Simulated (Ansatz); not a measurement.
**Sc3Cu: a trial structure relaxed**

Aim: relax a trial structure of Sc3Cu and see where it ends.

Computed with Ansatz 0.2.0 (DFT PBE, scalar-relativistic, plane waves, PAW, unless a step's input says otherwise).

### 1 Starting point

Symmetry: P-6m2, No. 187, hexagonal system. The conventional cell has a = 3.798 Å, b = 3.798 Å, c = 5.571 Å, α = 90.00°, β = 90.00°, γ = 120.00°. Around Sc (site symmetry 3m) lie 1 Sc at 2.29 Å and 3 Cu at 2.47 Å. Sc (site symmetry -6m2) has 6 Sc at 2.74 Å as nearest neighbours. Around Cu (site symmetry -6m2) lie 6 Sc at 2.47 Å.

Structure file:

```
CELL_PARAMETERS angstrom
3.79787 0.00000 0.00000
-1.89893 3.28905 0.00000
0.00000 0.00000 5.57056
ATOMIC_POSITIONS crystal
Sc 0.66667 0.33333 0.20576
Sc 0.66667 0.33333 0.79424
Sc 0.33333 0.66667 0.50000
Cu 0.00000 0.00000 0.00000
```

Recipe of the guess: random cell by space group and Wyckoff sites (P-6m2, No. 187). Its size is a rough estimate.

### 2 A first look at the guess

Input file input.yaml:

```yaml
crystal:
  lattice:
    - [3.79786729, 0.0, 0.0]
    - [-1.89893365, 3.28904955, 0.0]
    - [0.0, 0.0, 5.57056246]
  atoms:
    - { symbol: Sc, position: [0.66666667, 0.33333333, 0.20576186] }
    - { symbol: Sc, position: [0.66666667, 0.33333333, 0.79423814] }
    - { symbol: Sc, position: [0.33333333, 0.66666667, 0.5] }
    - { symbol: Cu, position: [0.0, 0.0, 0.0] }
basis:
  ecutwfc: 420
kpoints:
  mp_grid: { grid: [6, 6, 4] }
hamiltonian:
  xc: pbe
scf:
  occupations: { method: gaussian, width: 0.1 }
  lower_state_search: "off"
output:
  forces: true
  stress: true
  eigenvalues: true
```

Run with:

```sh
> ansatz run input.yaml --threads 1 --pin off --max-ram 2560MiB --backend cpu --events-out ev --progress --plain --runs-dir out
```

Further runs follow: coarse relaxation; spin check on a coarse mesh; final relaxation.

**Question.** What will these runs give? Wanted: conventional cell; volume; energy over the elements; gap on the mesh.

The runs gave:

| quantity | value |
| --- | --- |
| symmetry at the end (tolerance 0.05 Å) | space group P-6m2 (No. 187) |
| conventional cell | a = 3.331 Å, b = 3.331 Å, c = 9.125 Å, α = 90.00°, β = 90.00°, γ = 120.00° |
| volume | 21.93 Å³/atom |
| energy over the elements | +0.01 eV/atom |
| gap on the mesh | none (metal) |

What this shows: The space group P-6m2 (No. 187) is kept, and the volume per atom grows by 26.0 % from the first guess. The formation energy of this structure is too near zero to say whether it is bound against the elements. No finished test with a distortion of lower symmetry is shown, so the end may be a saddle point. Other magnetic orders were not searched.
